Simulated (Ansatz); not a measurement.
# CuTe: the cost of one run

Method: DFT PBEsol+U (U_eff = 1 eV on Cu d), plane waves, PAW, in Ansatz 0.2.0.

## (1) The structure to begin with

Symmetry: Pmmn, No. 59, orthorhombic system. The conventional cell has a = 3.100 Å, b = 4.020 Å, c = 6.860 Å, α = 90.00°, β = 90.00°, γ = 90.00°. Cu (site symmetry mm2) has 4 Te at 2.54 to 2.73 Å and 4 Cu at 2.63 Å in its first shell of neighbours. Around Te (site symmetry mm2) lie 4 Cu at 2.54 to 2.73 Å.

As a file:

```cif
data_structure
_symmetry_space_group_name_H-M 'Pmmn:1'
_symmetry_Int_Tables_number 59
_cell_length_a 3.1000
_cell_length_b 4.0200
_cell_length_c 6.8600
_cell_angle_alpha 90.000
_cell_angle_beta 90.000
_cell_angle_gamma 90.000
_cell_volume 85.49
loop_
_atom_site_label
_atom_site_type_symbol
_atom_site_symmetry_multiplicity
_atom_site_Wyckoff_symbol
_atom_site_fract_x
_atom_site_fract_y
_atom_site_fract_z
_atom_site_occupancy
Cu1 Cu 2 b 0.00000 0.50000 0.44900 1
Te1 Te 2 a 0.00000 0.00000 0.22300 1
```

Magnetic order typed: opposed in the cell.

An earlier series on this cell reached its lowest free state from «natural orbitals of the symmetric run, filled by rank», perhaps among other starts (it ended with site moments under 0.05 μB).

## (2) Random orbitals: single harmonics, second filling

input.yaml

```yaml
crystal:
  lattice:
    - [3.09999976, 0.0, 0.0]
    - [0.0, 4.01999969, 0.0]
    - [0.0, 0.0, 6.85999947]
  atoms:
    - { symbol: Cu, position: [0.0, 0.5, 0.449], spin: 1.0 }
    - { symbol: Cu, position: [0.5, 0.0, 0.551], spin: -1.0 }
    - { symbol: Te, position: [0.0, 0.0, 0.223] }
    - { symbol: Te, position: [0.5, 0.5, 0.777] }
basis:
  ecutwfc: 420
  ecutrho_ratio: 4
kpoints:
  mp_grid: { grid: [6, 5, 3] }
hamiltonian:
  xc: pbesol
  hubbard:
    sites:
      - { site: 0, l: d, u_eff: 1.0, starting_ns: [{ spin: up, occupation_matrix: s0up }, { spin: down, occupation_matrix: s0down }] }
      - { site: 1, l: d, u_eff: 1.0, starting_ns: [{ spin: up, occupation_matrix: s1up }, { spin: down, occupation_matrix: s1down }] }
    occupation_matrices:
      s0up:
        matrix:
          - [0.97, 0.0, 0.0, 0.0, 0.0]
          - [0.0, 0.97, 0.0, 0.0, 0.0]
          - [0.0, 0.0, 0.97, 0.0, 0.0]
          - [0.0, 0.0, 0.0, 0.97, 0.0]
          - [0.0, 0.0, 0.0, 0.0, 0.97]
      s0down:
        matrix:
          - [0.97, 0.0, 0.0, 0.0, 0.0]
          - [0.0, 0.97, 0.0, 0.0, 0.0]
          - [0.0, 0.0, 0.97, 0.0, 0.0]
          - [0.0, 0.0, 0.0, 0.97, 0.0]
          - [0.0, 0.0, 0.0, 0.0, 0.02]
      s1up:
        matrix:
          - [0.97, 0.0, 0.0, 0.0, 0.0]
          - [0.0, 0.97, 0.0, 0.0, 0.0]
          - [0.0, 0.0, 0.02, 0.0, 0.0]
          - [0.0, 0.0, 0.0, 0.97, 0.0]
          - [0.0, 0.0, 0.0, 0.0, 0.97]
      s1down:
        matrix:
          - [0.97, 0.0, 0.0, 0.0, 0.0]
          - [0.0, 0.97, 0.0, 0.0, 0.0]
          - [0.0, 0.0, 0.97, 0.0, 0.0]
          - [0.0, 0.0, 0.0, 0.97, 0.0]
          - [0.0, 0.0, 0.0, 0.0, 0.97]
    ns_hold: { iters: 12 }
scf:
  occupations: { method: gaussian, width: 0.05 }
  lower_state_search: "off"
  max_iter: 150
output:
  forces: true
  stress: true
  eigenvalues: true
  populations: true
  hubbard: { sites: [{ site: 0, l: d }, { site: 1, l: d }] }
magnetization:
  spin_polarized: true
```

The typed matrices put 0.97 on the chosen orbitals and 0.02 on the others, and are held for 12 cycles.

Command:

```
ansatz run input.yaml --threads 2 --pin off --max-ram 3072MiB --backend cpu --events-out ev --progress --plain --runs-dir out
```

**Question.** How long does this run take on 2 threads of AMD EPYC 9R45 (Zen 5), shared host, and how much memory does it need?

About 6.9 s, with a peak of 0.55 GiB.
